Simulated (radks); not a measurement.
# A spherical quantum dot from 1 to 14 electrons

Aim: add electrons one at a time to a parabolic well with ω = 0.0682 hartree*, with a point charge of +1 at the centre, try the lowest free levels for each, keep the configuration of least energy, and see where shells close.

The numbers are computed with radks (version 2): non-relativistic spin-polarised Kohn-Sham, exchange-only LDA, spherically averaged shells.

## Step 1: The model

- well: a parabolic well with ω = 0.0682 hartree*, with a point charge of +1 at the centre
- functional: exchange-only LDA
- levels: named by radial order: 1s, 1p, 1d, 2s, 1f and so on
- units: effective atomic units, hartree* and bohr*
- configuration carried in: none

After this run come: Electron number 1; 2 electrons; N = 3; N = 4; Electron number 5; Electron number 6; N = 7; 8 electrons; N = 9; N = 10; Electron number 11; Electron number 12; 13 electrons; N = 14.

What does the calculation give? Wanted: closed shells at N; largest addition energy; most unpaired electrons; polarisability at N = 2; configuration at N = 14.

**Answer**, as computed:

| quantity | value |
| --- | --- |
| closed shells at N | 2 |
| largest addition energy | 0.502 hartree* at N = 1 (of N = 1 to 13) |
| most unpaired electrons | 12 at N = 14 |
| polarisability at N = 2 | 54.73 bohr*³ |
| configuration at N = 14 | 1s2 1p(up 3, down 0) 1d(up 5, down 0) 2s(up 1, down 0) 1f(up 3, down 0) |

In words: Shells close at N = 2, but the largest second difference in range falls at N = 1. The largest moment in range is 12 (N = 14); with nearly all spins parallel the search has probably kept its polarised start and missed a lower state. Only a few candidates are tried at each count, so a lower state may have been missed.
